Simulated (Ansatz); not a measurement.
# EuPtGe (P2_13): the equilibrium volume

Aim: the volume at which the pressure of EuPtGe (P2_13) vanishes.

Computed with Ansatz 0.2.0 (DFT r²SCAN, scalar-relativistic, plane waves, PAW, unless a step's input says otherwise).

1 further run of the same task is left out (it didn't finish).

## (1) The structure to begin with

It takes space group P2_13 (No. 198, cubic). Conventional cell: a = 6.568 Å, b = 6.568 Å, c = 6.568 Å, α = 90.00°, β = 90.00°, γ = 90.00°. Eu (site symmetry 3) has 4 Pt at 3.25 to 3.29 Å and 4 Ge at 3.34 to 3.40 Å in its first shell of neighbours. Ge (site symmetry 3) is surrounded by 3 Pt at 2.39 Å. Around Pt (site symmetry 3) lie 3 Ge at 2.39 Å.

As a file:

```cif
data_structure
_symmetry_space_group_name_H-M 'P2_13'
_symmetry_Int_Tables_number 198
_cell_length_a 6.5680
_cell_length_b 6.5680
_cell_length_c 6.5680
_cell_angle_alpha 90.000
_cell_angle_beta 90.000
_cell_angle_gamma 90.000
_cell_volume 283.34
loop_
_atom_site_label
_atom_site_type_symbol
_atom_site_symmetry_multiplicity
_atom_site_Wyckoff_symbol
_atom_site_fract_x
_atom_site_fract_y
_atom_site_fract_z
_atom_site_occupancy
Eu1 Eu 4 a 0.13207 0.13207 0.13207 1
Ge1 Ge 4 a 0.83351 0.83351 0.83351 1
Pt1 Pt 4 a 0.41819 0.41819 0.41819 1
```

Starting moments: Eu 7.00 μB.

## (2) At the starting volume (r²SCAN, 4×4×4 mesh)

File input.yaml:

```yaml
crystal:
  lattice:
    - [6.56804846, 0.0, 0.0]
    - [0.0, 6.56804846, 0.0]
    - [0.0, 0.0, 6.56804846]
  atoms:
    - { symbol: Eu, position: [0.13207, 0.13207, 0.13207], spin: 7.0 }
    - { symbol: Eu, position: [0.36793, 0.86793, 0.63207], spin: 7.0 }
    - { symbol: Eu, position: [0.63207, 0.36793, 0.86793], spin: 7.0 }
    - { symbol: Eu, position: [0.86793, 0.63207, 0.36793], spin: 7.0 }
    - { symbol: Ge, position: [0.83351, 0.83351, 0.83351] }
    - { symbol: Ge, position: [0.66649, 0.16649, 0.33351] }
    - { symbol: Ge, position: [0.33351, 0.66649, 0.16649] }
    - { symbol: Ge, position: [0.16649, 0.33351, 0.66649] }
    - { symbol: Pt, position: [0.41819, 0.41819, 0.41819] }
    - { symbol: Pt, position: [0.08181, 0.58181, 0.91819] }
    - { symbol: Pt, position: [0.91819, 0.08181, 0.58181] }
    - { symbol: Pt, position: [0.58181, 0.91819, 0.08181] }
basis:
  ecutwfc: 500
kpoints:
  mp_grid: { grid: [4, 4, 4] }
hamiltonian:
  xc: r2scan
scf:
  occupations: { method: gaussian, width: 0.1 }
  lower_state_search: "off"
output:
  forces: true
  stress: true
  eigenvalues: true
  populations: true
  hubbard: { sites: [{ species: Eu, l: f }] }
magnetization:
  spin_polarized: true
```

Command:

```sh
> ansatz run input.yaml --threads 8 --pin off --max-ram 14336MiB --backend cpu --events-out ev --progress --plain --runs-dir out
```

After this run come: Relaxing cell and atoms.

Before running it: what results should come out? Wanted: volume; pressure; conventional cell; gap on the mesh; spin moments in spheres.

As calculated:

| quantity | value |
| --- | --- |
| volume | 23.241 Å³/atom |
| pressure | 0.00 GPa |
| conventional cell | a = 6.533 Å, b = 6.533 Å, c = 6.533 Å, α = 90.00°, β = 90.00°, γ = 90.00° |
| gap on the mesh | none (metal) |
| spin moments in spheres | Eu 6.82 μB |

What this shows: From the first run shown, the volume went from 23.61 to 23.24 Å³/atom (-1.6 %) in 2 runs, where the pressure is zero within 0.01 GPa. Spin–orbit coupling is left out, though the cell holds Pt; in elements this heavy it can shift levels and gaps by tenths of an eV. No U acts on the 4f shell, so its levels can lie too near the Fermi level.
